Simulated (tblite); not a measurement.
# C4H12Si3: the cost of one run

Computed with tblite 0.8.0 and PySCF 2.14.0, with density-fitted response routines of our own, on a single molecule in the gas phase. Atoms count from 0, in the outputs and in this text.

## (1) The molecule as given

19 atoms, charge 0, multiplicity 1; geometry from: force field or distance geometry start.

Bonds of the start (Å): C0–C1 1.35, C1–C2 1.47, C2–Si3 1.94, Si3–C4 1.94, C4–Si5 1.92, C4–Si6 1.92, Si6–C2 1.92, C0–H7 1.08, C0–H8 1.09, C1–H9 1.08, C2–H10 1.09, Si3–H11 1.47, Si3–H12 1.47, C4–H13 1.10, Si5–H14 1.48, Si5–H15 1.47, Si5–H16 1.49, Si6–H17 1.49, Si6–H18 1.49.

## (2) Relaxing the molecule with GFN2-xTB

What the job is given:

```
{"job": {"kind": "relax", "xc": "GFN2-xTB", "basis": "xTB"}, "charge": 0, "multiplicity": 1}
C      3.286200     0.679000     0.273400
C      2.291700    -0.024700    -0.304700
C      0.902700     0.179600     0.125200
Si    -0.378500     0.420700    -1.314600
C     -1.662800    -0.565000    -0.246500
Si    -2.794300     0.455100     0.927600
Si    -0.112100    -1.407400     0.512000
H      4.317800     0.538900    -0.019600
H      3.090800     1.420000     1.045500
H      2.541200    -0.762100    -1.059200
H      0.747600     0.938500     0.898700
H     -0.764900     1.821600    -1.548800
H     -0.011700    -0.317600    -2.535200
H     -2.246500    -1.256700    -0.864300
H     -3.531700    -0.452600     1.833700
H     -3.777300     1.233900     0.151600
H     -1.979600     1.395000     1.752700
H      0.322000    -2.595800    -0.276300
H     -0.250500    -1.691100     1.970800
```

The run is started by

```console
> OMP_NUM_THREADS=1 python probes_run.py task.json out
```

One launch serves the whole session: the jobs run in the order shown.

**Question.** How long does this first job take on 1 thread of Intel Xeon at 2.70GHz, shared host?

About 1 s.
